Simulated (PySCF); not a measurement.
**SnF4 (SMILES [F][Sn]([F])([F])[F]) at 3 levels**

Aim: a comparison of 3 runs (HF/def2-SVP, PBE0/def2-SVP, CCSD(T)/3-21G) of SnF4. Input form: a Python script.

The results are computed with PySCF 2.14.0.

**1. Starting point**

SnF4 has 5 atoms, charge 0, and is taken as a singlet. SMILES: `[F][Sn]([F])([F])[F]`. The coordinates come from a PBE0-D4/def2-TZVP relaxation.

Bond lengths: F1–Sn2 1.876 Å, Sn2–F3 1.876 Å, Sn2–F4 1.876 Å, Sn2–F5 1.876 Å. Angles: F1–Sn2–F3 109.5°, F1–Sn2–F4 109.5°, F1–Sn2–F5 109.5°, F3–Sn2–F4 109.5°, F3–Sn2–F5 109.5°, F4–Sn2–F5 109.5°.

**2. Energy and forces at HF/def2-SVP (core potential) (run 1)**

File calc.py:

```python
import pyscf.grad
from pyscf import gto, scf

mol = gto.M(
    atom='''
F        0.130300      -0.871400       1.656700
Sn       0.009900      -0.014700      -0.008300
F       -1.285400       1.340000       0.078100
F       -0.477600      -1.263800      -1.320800
F        1.672500       0.736200      -0.447200
''',
    spin=0,
    verbose=4,
    basis='def2-svp',
    ecp={'Sn': 'def2-svp'},
    max_memory=1860,
    charge=0,
)

mf = scf.RHF(mol)
mf.conv_tol = 1e-10
mf.kernel()
if not mf.converged:
    mf = mf.newton().run(mf.mo_coeff, mf.mo_occ)

etot = mf.e_tot
print(f'total energy: {etot:.8f} hartree')
grad = mf.Gradients().kernel()
mf.analyze()
```

The run is started by

```bash
OMP_NUM_THREADS=1 python calc.py
```

Output:

```text
PySCF version 2.14.0

[... 80 lines left out ...]
MO #2   energy= -26.3091208565957  occ= 2
[... 15 lines left out ...]
MO #18  energy= -0.789814495777332 occ= 2
[... 15 lines left out ...]
MO #34  energy= 0.283903604967204  occ= 0
[... 15 lines left out ...]
MO #50  energy= 1.59566114974759   occ= 0
[... 15 lines left out ...]
MO #66  energy= 3.42768484213953   occ= 0
[... 15 lines left out ...]
MO #82  energy= 52.4275998370571   occ= 0
[... 90 lines left out ...]
Dipole moment(X, Y, Z, Debye): -0.00065,  0.00061, -0.00001
```

Wall time 14 s (1 thread of Intel Xeon at 2.50GHz (Skylake/Cascade Lake), shared host); peak memory 0.16 GiB.

**3. Energy and gradient at PBE0/def2-SVP (core potential) (run 2)**

File run.py:

```python
from pyscf import gto, dft

molecule = gto.Mole()
molecule.atom = '''
F    0.130300  -0.871400   1.656700
Sn   0.009900  -0.014700  -0.008300
F   -1.285400   1.340000   0.078100
F   -0.477600  -1.263800  -1.320800
F    1.672500   0.736200  -0.447200
'''
molecule.basis = 'def2-svp'
molecule.spin = 0
molecule.charge = 0
molecule.verbose = 4
molecule.ecp = {'Sn': 'def2-svp'}
molecule.max_memory = 1860
molecule.build()

mf = dft.RKS(molecule)
mf.xc = 'pbe0'
mf.conv_tol = 1e-10
mf.grids.level = 5
mf.kernel()
if not mf.converged:
    mf = mf.newton().run(mf.mo_coeff, mf.mo_occ)

e_final = mf.e_tot
print('E(%s) = %.9f' % ('PBE0', e_final))
grad = mf.nuc_grad_method().kernel()
dip = mf.dip_moment()
pop, q = mf.mulliken_pop()
```

The run is started by

```bash
OMP_NUM_THREADS=1 python run.py
```

Output:

```text
PySCF version 2.14.0

[... 72 lines left out ...]
converged SCF energy = -613.056994995157
[... 13 lines left out ...]
Dipole moment(X, Y, Z, Debye): -0.00055,  0.00051, -0.00001
[... 88 lines left out ...]
charge of    4F =     -0.39647
```

Wall time 46 s (1 thread of Intel Xeon at 2.50GHz (Skylake/Cascade Lake), shared host); peak memory 0.8 GiB.

**4. A single-point energy at CCSD(T)/3-21G (run 3)**

File input.py:

```python
# [F][Sn]([F])([F])[F]
from pyscf import gto, scf, cc

system = gto.M(
    atom='''
F      0.246231    -1.646707     3.130709
Sn     0.018708    -0.027779    -0.015685
F     -2.429054     2.532233     0.147588
F     -0.902533    -2.388236    -2.495950
F      3.160567     1.391216    -0.845086
''',
    basis='3-21g',
    unit='bohr',
    spin=0,
    charge=0,
    verbose=4,
    max_memory=1860,
)

mf = scf.RHF(system)
mf.conv_tol = 1e-10
mf.kernel()
if not mf.converged:
    mf = mf.newton().run(mf.mo_coeff, mf.mo_occ)

mycc = cc.CCSD(mf, frozen=22)
mycc.kernel()
e_t = mycc.ccsd_t()
etot = mycc.e_tot + e_t
print(f'total energy: {etot:.8f} hartree')
mf.analyze()
```

The run is started by

```bash
OMP_NUM_THREADS=1 python input.py
```

Output:

```text
PySCF version 2.14.0

[... 91 lines left out ...]
One-electron Energy =               -10005.329563062357920
[... 15 lines left out ...]
MO #11  energy= -26.142565245681   occ= 2
[... 13 lines left out ...]
MO #25  energy= -1.61811876612878  occ= 2
[... 13 lines left out ...]
MO #39  energy= -0.622603353618263 occ= 2
[... 13 lines left out ...]
MO #53  energy= 2.19298760772234   occ= 0
[... 13 lines left out ...]
MO #67  energy= 3.69654468019696   occ= 0
[... 75 lines left out ...]
Dipole moment(X, Y, Z, Debye): -0.00062,  0.00063,  0.00000
```

It took 9 s on 1 thread of Intel Xeon at 2.50GHz (Skylake/Cascade Lake), shared host; peak memory 0.19 GiB.

**5. Overview of the runs**

```tsv
run	level	integration grid	task	energy (Eh)	dipole moment (D) of the reference	HOMO energy (eV)	LUMO energy (eV)	wall time
1	HF/def2-SVP (core potential)	–	gradient	-610.857751	0.00	-17.70	0.42	14 s
2	PBE0/def2-SVP (core potential)	5	gradient	-613.056995	0.00	-12.10	-3.44	46 s
3	CCSD(T)/3-21G	–	energy	-6392.557916	0.00	-16.41	1.08	9 s
```

**6. Summary of results**

| quantity | value |
| --- | --- |
| run 3: total energy | -6392.55792 Eh |
| run 3: dipole moment (Hartree–Fock density) | 0.00 D |
| run 3: HOMO energy (Hartree–Fock orbitals) | -16.41 eV |
| run 3: LUMO energy (Hartree–Fock orbitals) | 1.08 eV |
| run 3: HOMO–LUMO gap (Hartree–Fock orbitals) | 17.49 eV |
| run 3: correlation energy (22 core orbitals frozen) | -526.9 mEh |
| run 3: (T) correction | -7.56 mEh |
| run 3: T1 diagnostic | 0.012 |

In words: Some runs of one species differ in core potentials or relativity; totals across that change don't compare. In run 3 relativity is left out where basis or elements ask for it. All runs together took 69 s, the longest 46 s.
